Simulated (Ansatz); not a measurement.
# C3H9NSi: the cost of one run

Program: Ansatz 0.2.0. Level of theory: RKS PBE-D4/def2-SVP. These are calculated values, not measurements.

### Step 1. The system as given

Bond lengths: N1–C2 1.400 Å, C2–C3 1.472 Å, C2–C4 1.563 Å, C3–C4 1.494 Å, C4–Si5 1.879 Å, N1–H6 1.074 Å, N1–H7 1.026 Å, C2–H8 1.046 Å, C3–H9 1.115 Å, C3–H10 1.122 Å, C4–H11 1.027 Å, Si5–H12 1.502 Å, Si5–H13 1.427 Å, Si5–H14 1.460 Å. Angles (14 of 27 angles, heavy atoms first): N1–C2–C3 117.2°, N1–C2–C4 116.6°, C3–C2–C4 58.9°, C2–C3–C4 63.6°, C2–C4–C3 57.5°, C2–C4–Si5 115.9°, C3–C4–Si5 120.1°, N1–C2–H8 116.7°, C3–C2–H8 115.1°, C4–C2–H8 119.6°, C2–N1–H6 112.9°, C2–N1–H7 113.4°, C2–C3–H9 121.4°, C2–C3–H10 119.2°.

Coordinates:

```xyz
14

N    -1.2480    1.6603   -0.5349
C    -0.7227    0.5625    0.1575
C     0.5446    0.7664    0.8784
C     0.6194   -0.0296   -0.3832
Si    0.7792   -1.9006   -0.3082
H    -1.8375    2.3056    0.0889
H    -1.9197    1.3982   -1.2647
H    -1.4098   -0.0651    0.6355
H     1.0483    1.7609    0.8978
H     0.6941    0.2718    1.8744
H     0.9794    0.4069   -1.2397
H     0.1624   -2.4239    0.9573
H     2.1729   -2.2061   -0.2821
H     0.1245   -2.5365   -1.4483
```

### Step 2. Relaxing end A

input.yaml reads:

```yaml
crystal:
  periodic: [false, false, false]
  atoms:
    - { symbol: "N", position_ang: [-1.248, 1.6603, -0.5349] }
    - { symbol: C, position_ang: [-0.7227, 0.5625, 0.1575] }
    - { symbol: C, position_ang: [0.5446, 0.7664, 0.8784] }
    - { symbol: C, position_ang: [0.6194, -0.0296, -0.3832] }
    - { symbol: Si, position_ang: [0.7792, -1.9006, -0.3082] }
    - { symbol: H, position_ang: [-1.8375, 2.3056, 0.0889] }
    - { symbol: H, position_ang: [-1.9197, 1.3982, -1.2647] }
    - { symbol: H, position_ang: [-1.4098, -0.0651, 0.6355] }
    - { symbol: H, position_ang: [1.0483, 1.7609, 0.8978] }
    - { symbol: H, position_ang: [0.6941, 0.2718, 1.8744] }
    - { symbol: H, position_ang: [0.9794, 0.4069, -1.2397] }
    - { symbol: H, position_ang: [0.1624, -2.4239, 0.9573] }
    - { symbol: H, position_ang: [2.1729, -2.2061, -0.2821] }
    - { symbol: H, position_ang: [0.1245, -2.5365, -1.4483] }
basis:
  gaussian: { orbitals: def2-SVP }
hamiltonian:
  xc: pbe
  dispersion: d4
relax:
  f_tol: 0.02
  max_steps: 50
```

Launch:

```console
$ ansatz run input.yaml --threads 2 --pin off --max-ram 3072MiB --backend cpu --events-out ev --progress --plain --runs-dir out
```

Q: Estimate wall time and peak memory on 2 threads of Arm Neoverse V2, shared host.

About 19 s, with a peak of 0.15 GiB.
